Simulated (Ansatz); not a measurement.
## Na3Cl2 in Ansatz: the effect of target pressure

Na3Cl2:

```
CELL_PARAMETERS angstrom
1.75995 -10.17026 0.00000
1.75995 10.17026 0.00000
0.00000 0.00000 3.52764
ATOMIC_POSITIONS crystal
Cl 0.08660 0.91340 0.50000
Cl 0.91340 0.08660 0.50000
Na 0.66899 0.33101 0.00000
Na 0.33101 0.66899 0.00000
Na 0.50000 0.50000 0.00000
```

The cell comes from a database or a generator and needn't be the stable form of this composition.

Alike in all runs:

```yaml
Program: Ansatz 0.2.0
Task: relaxation of cell and atoms
Functional: r2SCAN
Potentials_or_basis: Ansatz PAW
Cutoff: "500 eV (not typed: the program's choice for these potentials)"
k_mesh: 8 × 8 × 8
Occupations: fermi-dirac, width 0.05 eV
Spin: no spin polarisation
```

Each run relaxes the cell or the atoms first.

```tsv
target pressure	relaxed volume (Å³/atom)
0 GPa	24.57
2 GPa	22.55
5 GPa	20.62
10 GPa	?
20 GPa	16.23
30 GPa	14.78
```

Problem. What does the run with target pressure 10 GPa give?

Solution. Relaxed volume 18.59 Å³/atom.

Worked out: In Murnaghan's law V^(-B') rises as a straight line in P. The other rows fit best with B' = 3.6, V0 = 24.54 Å³/atom and B0 = 21 GPa, which gives 18.57 Å³/atom at 10 GPa, against the run's 18.59.

Caveats: the plane-wave basis is chosen anew once the cell has moved, so the energies of steps on either side of that aren't comparable; an odd number of electrons without spin polarisation forces a metal; a magnetic or distorted state may lie lower; the PAW data sets come from PBE, with cores solved anew for the run's functional, which leaves a small shift of forces and pressure; the volume moved by over 15 % at a fixed basis, so the end points are rough (some runs).
